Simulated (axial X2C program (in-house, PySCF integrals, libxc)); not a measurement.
# A two-component session on CoH⁻: properties at the nuclei

Aim: properties at the nuclei of CoH⁻, with spin–orbit coupling in the Hamiltonian from the start.

Computed with an in-house X2C program for linear molecules on PySCF integrals. Level: two-component X2C with atomic mean-field terms, Co dyall-acv3z, H dyall-av3z.

All values are calculated.

**1. The job**

task.json reads:

```json
{
 "zs": [
  27,
  1
 ],
 "q": -1,
 "bas": [
  "dyall-acv3z",
  "dyall-av3z"
 ],
 "r0": 1.43,
 "levels": [
  "PBE0",
  "HF",
  "LDA",
  "PBE50",
  "PBE"
 ],
 "nst": 3
}
```

Keys: zs atomic numbers; q charge; bas basis sets; r0 starting distance in Å; levels methods (HF also brings MP2); nst determinants followed.

Run with:

```bash
$ python soeom.py task.json out
```

Nuclei are Gaussian, cores are contracted, and the Gaunt term is on.

**2. Expectation values, lowest determinant**

R = 1.587 Å. State: Ω = 9/2 (excess of +ω over −ω: ω = 1/2, ω = 3/2, ω = 5/2).

Output of the PBE0 run:

```text
two-component X2C + atomic mean field  PBE0
basis functions 150  fitting functions 777  grid points 5075
iter        total energy     max residual
   1      -1393.272005488     3.63e-05
   2      -1393.272005544     3.48e-05
   3      -1393.272005562     1.84e-05
   4      -1393.272005576     1.25e-05
   5      -1393.272005585     5.50e-06
converged
one-electron -1952.99280250  Coulomb 611.30923714  exact exchange -14.73181076  xc functional -45.46399170  nuclear repulsion 9.00301493  atomic mean-field constant -0.39565270
```

The highest occupied spinor is 56% Co p, 29% Co s, 8% H s.

```tsv
level	Eeff magnitude (GV/cm)	Ws magnitude Co (kHz)	A∥/gI Co (MHz)	qzz Co (a.u.)	A∥/gI H (MHz)	qzz H (a.u.)
PBE0	0.14	0.0222	369	-1.50	4.8	0.08
HF	0.218	0.0147	488	-0.93	3.21	0.12
LDA	0.307	0.0357	409	-1.46	5.7	0.08
PBE50	0.0776	0.00367	357	-1.27	3.21	0.09
PBE	0.262	0.0317	395	-1.44	5.44	0.08
```

Eeff is the effective electric field on the electron dipole moment in this Ω state and Ws the scalar–pseudoscalar constant (defined with the proton number Z and per Ω); A∥ is the parallel hyperfine constant, which follows by multiplying with the nuclear g factor gI = μI/(I μN); qzz is the electric field gradient, eQq0 = 234.96 MHz × Q/barn × qzz. The operators were transformed with the bare-nucleus X2C matrices.

**3. Expectation values, a higher determinant**

R = 1.587 Å. State: Ω = 5/2 (excess of +ω over −ω: ω = 5/2), 0.10 eV above the lowest in the PBE0 search for states (made at or near this distance, with looser thresholds).

Output of the PBE0 run:

```text
two-component X2C + atomic mean field  PBE0
basis functions 150  fitting functions 777  grid points 5075
iter        total energy     max residual
   1      -1393.268290716     5.91e-05
   2      -1393.268290779     6.71e-05
   3      -1393.268290818     5.80e-05
   4      -1393.268290854     3.68e-05
   5      -1393.268290877     5.19e-06
   6      -1393.268290878     2.50e-06
converged
one-electron -1954.21687879  Coulomb 612.59041522  exact exchange -14.73940911  xc functional -45.50978043  nuclear repulsion 9.00301493  atomic mean-field constant -0.39565270
```

The highest occupied spinor is 44% Co s, 41% Co p, 8% H s.

```tsv
level	Eeff magnitude (GV/cm)	Ws magnitude Co (kHz)	A∥/gI Co (MHz)	qzz Co (a.u.)	A∥/gI H (MHz)	qzz H (a.u.)
PBE0	0.566	0.0924	429	-0.80	-4.65	0.09
HF	0.386	0.063	423	-1.07	-4.84	0.10
LDA	0.436	0.0656	332	-1.07	-1.74	0.08
PBE50	0.551	0.0904	418	-0.96	-4.27	0.10
PBE	0.531	0.0837	407	-0.64	-3.08	0.08
```

**4. Expectation values, a higher determinant**

R = 1.587 Å. State: Ω = 7/2 (excess of +ω over −ω: 2 × ω = 1/2, ω = 5/2), 0.20 eV above the lowest in the PBE0 search for states (made at or near this distance, with looser thresholds).

Output of the PBE0 run:

```text
two-component X2C + atomic mean field  PBE0
basis functions 150  fitting functions 777  grid points 5075
iter        total energy     max residual
   1      -1393.264623332     5.85e-05
   2      -1393.264623383     8.10e-05
   3      -1393.264623417     5.57e-05
   4      -1393.264623444     2.96e-05
   5      -1393.264623459     4.44e-06
   6      -1393.264623460     3.32e-06
converged
one-electron -1954.08330477  Coulomb 612.47231162  exact exchange -14.74449939  xc functional -45.51649316  nuclear repulsion 9.00301493  atomic mean-field constant -0.39565270
```

The highest occupied spinor is 59% Co p, 26% Co s, 8% H s.

```tsv
level	Eeff magnitude (GV/cm)	Ws magnitude Co (kHz)	A∥/gI Co (MHz)	qzz Co (a.u.)	A∥/gI H (MHz)	qzz H (a.u.)
PBE0	0.308	0.0423	450	-1.12	3.54	0.10
HF	0.0165	0.00731	352	-1.20	0.801	0.11
LDA	0.377	0.0507	510	-1.13	4.69	0.09
PBE50	0.252	0.0357	417	-1.21	3.14	0.10
PBE	0.352	0.0476	492	-1.05	4.15	0.09
```

**5. Outcome**

| quantity | value |
| --- | --- |
| lowest determinant | Ω = 9/2 (excess of +ω over −ω: ω = 1/2, ω = 3/2, ω = 5/2) |
| Eeff magnitude (GV/cm), PBE0 | 0.14 |
| Ws magnitude Co (kHz), PBE0 | 0.0222 |
| A∥/gI Co (MHz), PBE0 | 369 |
| qzz Co (a.u.), PBE0 | -1.50 |
| higher determinant | Ω = 5/2 (excess of +ω over −ω: ω = 5/2) |
| Eeff magnitude (GV/cm), PBE0, higher determinant | 0.566 |
| Ws magnitude Co (kHz), PBE0, higher determinant | 0.0924 |
| A∥/gI Co (MHz), PBE0, higher determinant | 429 |
| qzz Co (a.u.), PBE0, higher determinant | -0.80 |
| higher determinant | Ω = 7/2 (excess of +ω over −ω: 2 × ω = 1/2, ω = 5/2) |
| Eeff magnitude (GV/cm), PBE0, higher determinant | 0.308 |
| Ws magnitude Co (kHz), PBE0, higher determinant | 0.0423 |
| A∥/gI Co (MHz), PBE0, higher determinant | 450 |
| qzz Co (a.u.), PBE0, higher determinant | -1.12 |

**Reading.** In the first state, the effective field runs from 0.0776 to 0.307 GV/cm over the mean-field levels, so the levels don't agree on it. The expectation values come from single determinants, which for open shells can mix terms of unlike spin or miss the lowest Ω, so a determinant need not be a state. Eeff is the effective electric field on the electron dipole moment in this Ω state and Ws the scalar–pseudoscalar constant (defined with the proton number Z and per Ω); A∥ is the parallel hyperfine constant, which follows by multiplying with the nuclear g factor gI = μI/(I μN); qzz is the electric field gradient, eQq0 = 234.96 MHz × Q/barn × qzz. The operators were transformed with the bare-nucleus X2C matrices.
